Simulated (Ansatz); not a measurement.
# AlFH3OSi: the cost of one run

Method: PBE0-D4/def2-TZVP structures, single points in def2-TZVPP, no counterpoise correction; program: Ansatz 0.2.0, Gaussian basis.

Levels: SPW92, PBE-D4, BLYP-D4, r2SCAN-D4, B97M-V, PBE0-D4, B3LYP-D4, r2SCAN0-D4, BHLYP-D4, CAM-B3LYP-D4, wB97X-V, wB97M-V, B2PLYP, PBE-QIDH, RPA on PBE, Hartree-Fock, MP2, CCSD, CCSD(T).

Cores are frozen in the correlated methods. Orbitals are unrestricted. B3LYP uses VWN-RPA correlation. B2PLYP carries no dispersion term here.

115 further runs of the same task are left out: 2 that didn't finish, 113 set aside as unsound or not needed.

## (1) The system as given

The complex: 12 atoms, charge 0, spin multiplicity 2.

Atoms are counted from 1 here; the program's logs count them from 0.

Bond lengths: Al1–O2 1.780 Å, Al1–F4 1.662 Å, Al1–O6 1.935 Å, O2–Si3 1.656 Å, Si3–H9 1.484 Å, Si3–H10 1.484 Å, Si3–H11 1.485 Å, H5–O6 0.999 Å, O6–H12 0.962 Å, H7–F8 0.996 Å. Angles: O2–Al1–F4 111.6°, O2–Al1–O6 93.7°, F4–Al1–O6 104.5°, Al1–O2–Si3 132.3°, O2–Si3–H9 110.3°, O2–Si3–H10 108.4°, O2–Si3–H11 109.2°, H9–Si3–H10 109.4°, H9–Si3–H11 109.7°, H10–Si3–H11 109.9°, Al1–O6–H5 111.3°, Al1–O6–H12 119.6°, H5–O6–H12 110.3°.

Coordinates:

```xyz
12
charge 0, multiplicity 2
Al   -1.0659    0.9986    0.5428
O    -0.1301   -0.4491    0.1009
Si   -0.5639   -1.8836   -0.6034
F    -1.9705    1.5556   -0.7351
H     1.3347    1.6167    0.5702
O     0.4894    2.1496    0.5724
H     1.2796   -0.1825    0.2932
F     2.1500    0.2744    0.4530
H    -0.3086   -1.8367   -2.0641
H     0.2482   -2.9670    0.0044
H    -2.0065   -2.1335   -0.3552
H     0.5434    2.8576    1.2208
```

Its parts: AlFH₃OSi radical holds atoms 1, 2, 3, 4, 9, 10, 11; H₂O holds atoms 5, 6, 12; HF holds atoms 7, 8. Each part counts its atoms afresh in its own runs.

## (2) Relaxing AlFH₃OSi radical alone

relax-a/in.yaml reads:

```yaml
crystal:
  periodic: [false, false, false]
  atoms:
    - {symbol: Al, position_ang: [-1.065859, 0.998623, 0.542822]}
    - {symbol: O, position_ang: [-0.130103, -0.449139, 0.100946]}
    - {symbol: Si, position_ang: [-0.563873, -1.883625, -0.603350]}
    - {symbol: F, position_ang: [-1.970522, 1.555611, -0.735088]}
    - {symbol: H, position_ang: [-0.308625, -1.836708, -2.064133]}
    - {symbol: H, position_ang: [0.248246, -2.967023, 0.004435]}
    - {symbol: H, position_ang: [-2.006489, -2.133473, -0.355232]}
basis:
  gaussian: {orbitals: def2-TZVP}
magnetization: {spin_polarized: true, initial_magnetization: 1}
hamiltonian: {xc: pbe0, dispersion: d4}
relax: {f_tol: 0.005, max_steps: 200}
```

The run is started by

```bash
> ansatz run in.yaml --threads 5 --pin off --events-out ev --progress --plain --max-ram 66560MiB --backend cuda --devices 0, --max-vram 37GiB
```

Q: Estimate wall time and peak memory on 1 × a share of an NVIDIA H100 with 5 threads of AMD EPYC 7R13, shared host.

About 18 s, with a peak of 0.86 GiB on the host.
